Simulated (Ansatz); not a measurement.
# MgAu: the cost of one run

Method: DFT LDA, scalar-relativistic, plane waves, PAW, in Ansatz 0.2.0.

3 further runs of the same task are left out: 3 set aside as unsound or not needed. Runs told in other sessions of the task aren't counted.

## 1. The system as given

The structure is cubic, space group Pm-3m (No. 221). The conventional cell has a = 3.220 Å, b = 3.220 Å, c = 3.220 Å, α = 90.00°, β = 90.00°, γ = 90.00°. Around Mg (site symmetry m-3m) lie 8 Au at 2.79 Å. Au (site symmetry m-3m) has 8 Mg at 2.79 Å in its first shell of neighbours.

Structure file:

```cif
data_structure
_symmetry_space_group_name_H-M 'Pm-3m'
_symmetry_Int_Tables_number 221
_cell_length_a 3.2199
_cell_length_b 3.2199
_cell_length_c 3.2199
_cell_angle_alpha 90.000
_cell_angle_beta 90.000
_cell_angle_gamma 90.000
_cell_volume 33.38
loop_
_atom_site_label
_atom_site_type_symbol
_atom_site_symmetry_multiplicity
_atom_site_Wyckoff_symbol
_atom_site_fract_x
_atom_site_fract_y
_atom_site_fract_z
_atom_site_occupancy
Mg1 Mg 1 b 0.50000 0.50000 0.50000 1
Au1 Au 1 a 0.00000 0.00000 0.00000 1
```

It is the result of an earlier relaxation at this level (volume 16.69 Å³/atom; gap on the mesh: none (metal)).

## 2. The cell at 0.98 of its volume

The input, input.yaml:

```yaml
crystal:
  lattice:
    - [3.1983332489, 0.0, 0.0]
    - [0.0, 3.1983332489, 0.0]
    - [0.0, 0.0, 3.1983332489]
  atoms:
    - { symbol: Mg, position: [0.5, 0.5, 0.5] }
    - { symbol: Au, position: [0.0, 0.0, 0.0] }
basis:
  ecutwfc: 420
kpoints:
  mp_grid: { grid: [14, 14, 14] }
hamiltonian:
  xc: lda
scf:
  occupations: { method: fermi_dirac, width: 0.15 }
output:
  forces: true
  stress: true
  eigenvalues: true
```

The run is started by

```bash
$ ansatz run input.yaml --threads 1 --pin off --max-ram 3072MiB --backend cpu --events-out ev --progress --plain --runs-dir out
```

**Question.** How long does this run take on 1 thread of Arm Neoverse V1, shared host, and how much memory does it need?

About 3.4 s, with a peak of 0.33 GiB.
